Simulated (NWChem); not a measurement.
# HF/3-21G run of SnSiH4ClF (SMILES [F][SnH]([SiH3])[Cl])

Wanted: energy and forces of SnSiH4ClF. The job is set up through an ASE script.

The results are computed with NWChem 7.3.0.

1 further run of the same task is left out (set aside as unsound or not needed).

### 1 The structure to begin with

SnSiH4ClF has 8 atoms, charge 0, and is taken as a singlet. As SMILES, `[F][SnH]([SiH3])[Cl]`. Geometry: relaxed at PBE0-D4/def2-TZVP.

Bond lengths: F1–Sn2 1.922 Å, Sn2–Si3 2.562 Å, Sn2–Cl4 2.326 Å, Sn2–H5 1.703 Å, Si3–H6 1.483 Å, Si3–H7 1.483 Å, Si3–H8 1.481 Å. Some angles: F1–Sn2–Si3 106.4°, F1–Sn2–Cl4 104.0°, Si3–Sn2–Cl4 108.4°, F1–Sn2–H5 104.3°, Si3–Sn2–H5 125.0°, Cl4–Sn2–H5 106.7°, Sn2–Si3–H6 108.7°, Sn2–Si3–H7 107.9°, Sn2–Si3–H8 107.4°, H6–Si3–H7 110.5°.

### 2 Energy and gradient at HF/3-21G

Input file run.py:

```python
from ase import Atoms
from ase.calculators.nwchem import NWChem

system = Atoms('FSnSiClHHHH', positions=[
    [-2.164400, 1.207300, 0.065000],
    [-0.491100, 0.743900, -0.760400],
    [0.772400, -0.710700, 0.928600],
    [-1.103700, -0.588800, -2.566200],
    [0.081000, 2.212200, -1.406000],
    [1.077500, 0.107800, 2.127500],
    [2.025400, -1.174900, 0.284900],
    [-0.104900, -1.854000, 1.270900],
])

calc = NWChem(
    label='m1',
    theory='scf',
    memory='2200 mb',
    basis='3-21G',
    basispar='spherical bse',
    scf={'nopen': '0', 'rhf': None, 'thresh': '1e-08', 'maxiter': '80'},
)
system.calc = calc

forces = system.get_forces()
e = system.get_potential_energy()
print(f"E = {e:.6f} eV")
print("forces (eV/A):")
for s, f in zip(system.symbols, forces):
    print(f"{s:2s} {f[0]:10.5f} {f[1]:10.5f} {f[2]:10.5f}")
print("dipole (e A):", system.get_dipole_moment().round(4))
```

Command:

```sh
$ export ASE_NWCHEM_COMMAND="nwchem PREFIX.nwi > PREFIX.nwo"
$ python run.py
```

The log of the run:

```text
E = -186187.811064 eV
forces (eV/A):
F     0.63532   -0.14506   -0.36463
Sn   -0.83859    1.00602    1.50548
Si    0.29686   -0.17468    0.15298
Cl   -0.34077   -0.86219   -1.20199
H     0.22348    0.22235   -0.14085
H     0.01080   -0.02463   -0.00339
H    -0.01795   -0.01789    0.04597
H     0.03090   -0.00386    0.00643
dipole (e A): [0.8036 0.1867 0.469 ]
```

The calculator wrote m1.nwi:

```
title "m1"

permanent_dir m1

scratch_dir m1

start m1

geometry units angstrom nocenter noautosym noautoz
  F  -2.1644000000000001e+00 1.2073000000000000e+00 6.5000000000000002e-02
  Sn -4.9109999999999998e-01 7.4390000000000001e-01 -7.6039999999999996e-01
  Si 7.7239999999999998e-01 -7.1070000000000000e-01 9.2859999999999998e-01
  Cl -1.1036999999999999e+00 -5.8879999999999999e-01 -2.5661999999999998e+00
  H  8.1000000000000003e-02 2.2122000000000002e+00 -1.4059999999999999e+00
  H  1.0774999999999999e+00 1.0780000000000001e-01 2.1274999999999999e+00
  H  2.0253999999999999e+00 -1.1749000000000001e+00 2.8489999999999999e-01
  H  -1.0489999999999999e-01 -1.8540000000000001e+00 1.2708999999999999e+00
end

memory 2200 mb

basis spherical bse noprint
   * library 3-21G
end

scf
  nopen 0
  rhf
  thresh 1e-08
  maxiter 80
end

task scf gradient
```

m1.nwo:

```text
Northwest Computational Chemistry Package (NWChem) 7.3.0
             --------------------------------------------------------

           Job information
           ---------------

    nwchem branch   = 7.3.0
    use scalapack   = T
    input           = m1.nwi
    prefix          = m1.
    data base       = m1/m1.db
    status          = startup
    nproc           =        1

           Memory information
           ------------------

    heap     =     72089596 doubles =      550.0 Mbytes
    stack    =     72089601 doubles =      550.0 Mbytes
    global   =    144179200 doubles =     1100.0 Mbytes (distinct from heap & stack)
    total    =    288358397 doubles =     2200.0 Mbytes
    verify   = yes
    hardfail = no

           Directory information
           ---------------------

  0 permanent = m1
  0 scratch   = m1

[... 134 lines left out ...]
 Convergence threshold     :          1.000E-08
[... 13 lines left out ...]
       Final RHF  results
[... 3 lines left out ...]
      One-electron energy = -10656.638594648448
[... 1 line left out ...]
 Nuclear repulsion energy =    607.203484331435
[... 65 lines left out ...]
                       ROHF Final Molecular Orbital Analysis
[... 280 lines left out ...]
                              NWChem Gradients Module
                              -----------------------

                                        m1

  wavefunction    =   RHF

                         RHF ENERGY GRADIENTS

    atom               coordinates                        gradient
                 x          y          z           x          y          z
   1 F      -4.090123   2.281466   0.122832   -0.012355   0.002821   0.007091
   2 Sn     -0.928044   1.405767  -1.436948    0.016308  -0.019564  -0.029277
   3 Si      1.459624  -1.343028   1.754800   -0.005773   0.003397  -0.002975
[... 4 lines of this table left out ...]
   8 H      -0.198232  -3.503552   2.401653   -0.000601   0.000075  -0.000125

                 ----------------------------------------
                 |  Time  |  1-e(secs)   |  2-e(secs)   |
                 ----------------------------------------
                 |  CPU   |       0.00   |       3.43   |
                 ----------------------------------------
                 |  WALL  |       0.00   |       3.43   |
                 ----------------------------------------

 Task  times  cpu:       10.0s     wall:       10.0s
 Total times  cpu:       10.0s     wall:       10.0s
```

Run time: 11 s. Hardware: 1 thread of Intel Xeon 6975P-C (Granite Rapids), shared host; peak memory 0.097 GiB.

### 3 Summary of results

At HF/3-21G:

| quantity | value |
| --- | --- |
| total energy | -6842.27591 Eh |
| dipole moment | 4.56 D |
| HOMO energy | -11.25 eV |
| LUMO energy | 1.94 eV |
| HOMO–LUMO gap | 13.19 eV |
| largest force on an atom | 1.995 eV/Å |

What this shows: The largest force is 2.00 eV/Å: the shape isn't a stationary point for this species at this level. Relativity is left out although the molecule holds a heavy atom.
